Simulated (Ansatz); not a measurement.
# CH₉AlN₂Si: one species, many methods

An exercise on one series of results from a longer session: the logs are not shown, and one member is left open.

Method: functionals in def2-TZVPP, the program's frozen cores in correlated methods; program: Ansatz 0.2.0, Gaussian basis.

Plan: PBE-D4, r2SCAN-D4, PBE0-D4, B3LYP-D4, ωB97X-V, ωB97M-V, B2PLYP; CCSD(T)/def2-TZVPP; MP2/def2-QZVPP; extrapolation to the limit.

## The geometry

The geometry comes from an earlier relaxation with PBE0-D4 in a triple-zeta def2 set; it is a stationary point, not always the lowest conformer.

14 atoms, charge 0, spin multiplicity 1.

Atoms are counted from 1 here; the program's logs count them from 0.

Bond lengths: N1–C2 1.458 Å, N1–H6 1.012 Å, N1–H7 1.012 Å, C2–Si3 1.883 Å, C2–H8 1.102 Å, C2–H9 1.096 Å, Si3–N4 1.731 Å, Si3–H10 1.491 Å, Si3–H11 1.488 Å, N4–Al5 1.781 Å, N4–H12 1.012 Å, Al5–H13 1.581 Å, Al5–H14 1.584 Å. Angles: C2–N1–H6 111.7°, C2–N1–H7 110.9°, H6–N1–H7 107.1°, N1–C2–Si3 109.2°, N1–C2–H8 115.1°, N1–C2–H9 108.7°, Si3–C2–H8 109.8°, Si3–C2–H9 107.5°, H8–C2–H9 106.2°, C2–Si3–N4 113.1°, C2–Si3–H10 108.1°, C2–Si3–H11 108.5°, N4–Si3–H10 107.0°, N4–Si3–H11 110.9°, H10–Si3–H11 109.1°, Si3–N4–Al5 129.3°, Si3–N4–H12 114.5°, Al5–N4–H12 116.2° and more.

The first run:

Contents of in.yaml:

```yaml
crystal:
  periodic: [false, false, false]
  atoms:
    - {symbol: N, position_ang: [-1.340121, 1.154045, 1.982100]}
    - {symbol: C, position_ang: [-1.255072, 0.610696, 0.631390]}
    - {symbol: Si, position_ang: [0.221933, -0.551740, 0.522797]}
    - {symbol: N, position_ang: [0.523602, -1.117337, -1.084927]}
    - {symbol: Al, position_ang: [1.834661, -0.679349, -2.207236]}
    - {symbol: H, position_ang: [-2.157451, 1.738999, 2.098655]}
    - {symbol: H, position_ang: [-0.531928, 1.725337, 2.192799]}
    - {symbol: H, position_ang: [-1.197485, 1.362388, -0.172689]}
    - {symbol: H, position_ang: [-2.155661, 0.018252, 0.433125]}
    - {symbol: H, position_ang: [1.435062, 0.198827, 0.955850]}
    - {symbol: H, position_ang: [-0.004023, -1.691283, 1.453357]}
    - {symbol: H, position_ang: [-0.137136, -1.808757, -1.417000]}
    - {symbol: H, position_ang: [2.889093, 0.400556, -1.736580]}
    - {symbol: H, position_ang: [1.861728, -1.389933, -3.622738]}
basis:
  gaussian: {orbitals: def2-TZVPP}
hamiltonian: {xc: pbe, dispersion: d4}
output: {forces: true, orbitals: {seedname: orbitals}}
```

Started as:

```
ansatz run in.yaml --threads 4 --pin off --events-out ev --progress --plain --max-ram 10444MiB
```

Steps of the session up to this table: PBE-D4 (GGA); r2SCAN-D4 (meta-GGA); PBE0-D4 (hybrid); B3LYP-D4 (hybrid); ωB97X-V (range-separated); ωB97M-V (range-separated); B2PLYP (double hybrid); CCSD(T) in def2-TZVPP; MP2 in def2-QZVPP.

One of the session's tables, all rows but one given; the rest of the session is left out.

```
            method  atomisation energy (eV)
            PBE-D4                   48.476
         r2SCAN-D4                   47.965
           PBE0-D4                   47.840
          B3LYP-D4                   48.319
           ωB97X-V                   48.502
           ωB97M-V                   48.394
            B2PLYP                   47.631
     HF/def2-TZVPP                   34.485
    MP2/def2-TZVPP                   47.058
   CCSD/def2-TZVPP                        ?
CCSD(T)/def2-TZVPP                   46.815
           MP2/CBS                   48.484
       CCSD(T)/CBS                   48.241
```

**Question.** Estimate the row for CCSD/def2-TZVPP.

**Answer.** atomisation energy (eV): 46.216. In the column «atomisation energy (eV)» it lies between HF/def2-TZVPP (34.485) and CCSD(T)/def2-TZVPP (46.815).
